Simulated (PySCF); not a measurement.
**TaO2Br: structure of the singlet**

Where does singlet TaO2Br go from a PBE0 minimum start, is the end point a minimum, and what are its modes, charges and moments?

Computed with PySCF 2.14.0. Level: PBE0, basis Ta def2-SVP with ECP60, O def2-SVP, Br def2-SVP, scalar-relativistic core potentials, no spin–orbit coupling, density fitting.

**1. The system as given**

4 atoms, charge 0, spin multiplicity 1.

Bond lengths: Ta1–O2 1.724 Å, Ta1–O3 1.724 Å, Ta1–Br4 2.470 Å. Angles: O2–Ta1–O3 105.4°, O2–Ta1–Br4 109.0°, O3–Ta1–Br4 109.0°.

Coordinates in bohr (charge 0 multiplicity 1):
```
Ta   -0.9909    0.4278    0.4229
O    -1.2605   -0.9651    3.3562
O    -3.2953   -0.9651   -1.4121
Br    3.1980   -0.5901   -1.3647
```

**2. Finding the electronic state**

The steps below are one call of a driver around PySCF. For each, scf.py gives the equivalent set-up of the SCF; relaxations use the driver's own optimiser. After this first run the driver tries any further starts and a stability analysis.

File scf.py:

```python
from pyscf import gto, scf, dft
mol = gto.M(atom='''
Ta    -0.524383     0.226381     0.223771
O     -0.667016    -0.510702     1.776025
O     -1.743782    -0.510702    -0.747262
Br     1.692296    -0.312290    -0.722156''',
    basis={'Ta': 'def2-SVP', 'O': 'def2-SVP', 'Br': 'def2-SVP'},
    ecp={'Ta': 'def2-SVP'},
    charge=0, spin=0)
mf = dft.RKS(mol, xc='PBE0')
mf.grids.atom_grid = (50, 194)
aux = {'Ta': 'def2-universal-JKFIT', 'O': 'def2-universal-JKFIT', 'Br': 'def2-universal-JKFIT'}
mf = mf.density_fit(auxbasis=aux)
mf.conv_tol = 1e-08
mf.diis_space = 10
mf.max_cycle = 60
mf.init_guess = 'minao'
mf.verbose = 4
mf.kernel()
```

Launch:

```
$ OMP_NUM_THREADS=2 python axn.py task.json out
```

Standard output, shortened:

```text
[... the frontier levels of the middle cycles are left out ...]
init E= -2766.93972276936
  HOMO = -0.507344779607738  LUMO = -0.432538122032423  gap/eV = 2.03559
cycle= 1 E= -2780.34860136302  delta_E= -13.4  |g|= 1.38  |ddm|= 7.96
  HOMO = -0.0345555698030771  LUMO = 0.0117289388654208  gap/eV = 1.25947
cycle= 2 E= -2776.60924008826  delta_E= 3.74  |g|=  3.9  |ddm|=  4.7
  HOMO = -0.288264597300181  LUMO = -0.0636403752798829  gap/eV = 6.11234
cycle= 3 E= -2780.53704991671  delta_E= -3.93  |g|= 1.08  |ddm|= 3.99
cycle= 4 E= -2780.81766551981  delta_E= -0.281  |g|= 0.376  |ddm|= 1.42
cycle= 5 E= -2780.84685002764  delta_E= -0.0292  |g|= 0.0823  |ddm|= 0.289
cycle= 6 E= -2780.84823506229  delta_E= -0.00139  |g|= 0.0301  |ddm|= 0.0624
cycle= 7 E= -2780.84841784403  delta_E= -0.000183  |g|= 0.00325  |ddm|= 0.0214
cycle= 8 E= -2780.84842022175  delta_E= -2.38e-06  |g|= 0.00134  |ddm|= 0.00449
cycle= 9 E= -2780.84842027717  delta_E= -5.54e-08  |g|= 0.00134  |ddm|= 0.00189
cycle= 10 E= -2780.84842063743  delta_E= -3.6e-07  |g|= 0.000261  |ddm|= 0.00102
cycle= 11 E= -2780.84842065115  delta_E= -1.37e-08  |g|= 3.48e-05  |ddm|= 0.000219
cycle= 12 E= -2780.84842065166  delta_E= -5.15e-10  |g|= 9.01e-06  |ddm|= 6.47e-05
  HOMO = -0.309760076014473  LUMO = -0.146775290492223  gap/eV = 4.43504
Extra cycle  E= -2780.84842065167  delta_E= -5.46e-12  |g|= 9.22e-06  |ddm|= 2.62e-05
converged SCF energy = -2780.84842065167
```

This step, with its further starts and checks, ran for 7.1 s (2 threads of Arm Neoverse N1, shared host).

No lower closed-shell solution turned up in the test of internal stability.

**3. Relaxation: PBE0 minimum start, singlet**

The program finds Cs symmetry in the start, which this walk keeps. Threshold on the gradient: 0.0003 Eh/bohr, with a further test on the energy change.

scf.py: that of step 2 with these lines changed.

```diff
@@ -3,4 +3,4 @@
-Ta    -0.524383     0.226381     0.223771
-O     -0.667016    -0.510702     1.776025
-O     -1.743782    -0.510702    -0.747262
-Br     1.692296    -0.312290    -0.722156''',
+Ta    -0.524748     0.226448     0.223927
+O     -0.667381    -0.510635     1.776181
+O     -1.744147    -0.510635    -0.747106
+Br     1.691931    -0.312223    -0.722000''',
@@ -17 +16,0 @@
-mf.init_guess = 'minao'
```

Energy and gradient, step by step:

```csv
step,energy (Eh),change (kJ/mol),largest symmetric gradient (Eh/bohr)
0,-2780.848421,0.00,0.00014
```

The walk took 3.4 s.

End point (Cs, 0 steps, 0.0 kJ/mol gained): Ta–Br 2.470 Å, Ta–O 1.724 Å (×2); Br–Ta–O 109.0° (×2), O–Ta–O 105.4°.

**4. Frequencies**

The point is checked on the finer grid, and tightened if its gradient asks for it. The Hessian and the dipole derivatives come from central differences of analytic gradients, with steps of 0.02 bohr.

scf.py: that of step 3 with these lines changed.

```diff
@@ -11 +11 @@
-mf.grids.atom_grid = (50, 194)
+mf.grids.atom_grid = (75, 302)
@@ -14 +14 @@
-mf.conv_tol = 1e-08
+mf.conv_tol = 1e-10
```

The driver hands on the density of the step before, so the log starts near convergence.

Log of the central SCF (cycles and frontier levels):

```text
init E= -2780.84855496869
  HOMO = -0.309745480983578  LUMO = -0.146775038496981  gap/eV = 4.43465
cycle= 1 E= -2780.84855496749  delta_E= 1.2e-09  |g|= 8e-05  |ddm|= 7.22e-05
  HOMO = -0.309734302454781  LUMO = -0.146783054670403  gap/eV = 4.43413
cycle= 2 E= -2780.8485549559  delta_E= 1.16e-08  |g|= 0.000251  |ddm|= 0.000223
  HOMO = -0.309743376183893  LUMO = -0.146777254717615  gap/eV = 4.43453
cycle= 3 E= -2780.84855496881  delta_E= -1.29e-08  |g|= 4.34e-06  |ddm|= 0.000168
  HOMO = -0.309743063358613  LUMO = -0.146777192424884  gap/eV = 4.43453
cycle= 4 E= -2780.84855496883  delta_E= -1.5e-11  |g|= 1.11e-06  |ddm|= 3.58e-06
  HOMO = -0.309743030633941  LUMO = -0.146776983367138  gap/eV = 4.43453
Extra cycle  E= -2780.84855496882  delta_E= 3.18e-12  |g|= 3.15e-06  |ddm|= 3.41e-06
converged SCF energy = -2780.84855496882
```

The whole step took 73 s.

Geometry: Cs; Ta–Br 2.470 Å, Ta–O 1.724 Å (×2); Br–Ta–O 109.0° (×2), O–Ta–O 105.4°.

Harmonic modes (main isotopes):

```tsv
symmetry	ω (cm⁻¹)	IR (km/mol)
a'	152	27.2
a''	169	0.4
a'	263	32.9
a'	356	12.7
a''	962	191
a'	1016	94.9
```

Every mode is real; the point is a minimum.

Constants and moments:

```yaml
Dipole_moment: 5.52 D
Highest_occupied_level: -8.43 eV
Lowest_empty_level: -3.99 eV
Rotational_constants: 0.2125, 0.0415, 0.03769 cm⁻¹
Zero-point_energy: 17.5 kJ/mol
Principal_polarisabilities: 36.8, 51.5, 68.0 bohr³
Atomisation_energy_without_zero-point_energy: 1790 kJ/mol
Principal_traceless_quadrupole_moments_about_the_centre_of_mass: -7.93, -6.99, 14.93 D Å
Entropy_at_298.15_K_and_1_bar: 330.5 J/(mol K)
Heat_capacity_Cp_at_298.15_K: 66.2 J/(mol K)
Enthalpy_at_298.15_K_above_0_K: 15.57 kJ/mol
Rotational_symmetry_number: 1
```

Charges (e) and bond orders:

| atom | Mulliken | Löwdin | polar tensor | Mayer order to Ta1 |
| --- | --- | --- | --- | --- |
| Ta1 | 0.97 | 0.16 | 1.98 | – |
| O2,3 | -0.34 | -0.13 | -0.76 | 2.25 |
| Br4 | -0.30 | 0.11 | -0.46 | 1.11 |

Outer orbital energies (eV). occupied: -10.85, -10.73, -10.57, -9.99, -9.78, -8.83, -8.76, -8.43; empty: -3.99, -2.19, -1.00, -0.38.

Mulliken populations on Ta1 (outside its core potential): s 2.37, p 6.29, d 3.18, f 0.18.

**5. Results**

| quantity | value |
| --- | --- |
| minimum | singlet, Cs |
| geometry | Ta–Br 2.470 Å, Ta–O 1.724 Å (×2); Br–Ta–O 109.0° (×2), O–Ta–O 105.4° |
| wavenumbers (cm⁻¹) | 152 (a'), 169 (a''), 263 (a'), 356 (a'), 962 (a''), 1016 (a') |
| dipole moment | 5.52 D |
| highest occupied, lowest empty level | -8.43, -3.99 eV |
| polar-tensor charge of Ta1 | +1.98 e |
| zero-point energy | 17.5 kJ/mol |
| entropy at 298.15 K | 330.5 J/(mol K) |
| atomisation energy (no zero-point energy) | 1790 kJ/mol |

In words: The PBE0 minimum start keeps its Cs symmetry and ends in a minimum. In the infrared the band at 962 cm⁻¹ (a'', stretch) leads. With 5.5 D the molecule is strongly polar. Other starts or spin states, not run here, may lie lower. Whether spin polarisation would lower the closed shell was not checked. Spin–orbit coupling, left out here, can matter for elements this heavy.

The search up to here took 84 s.
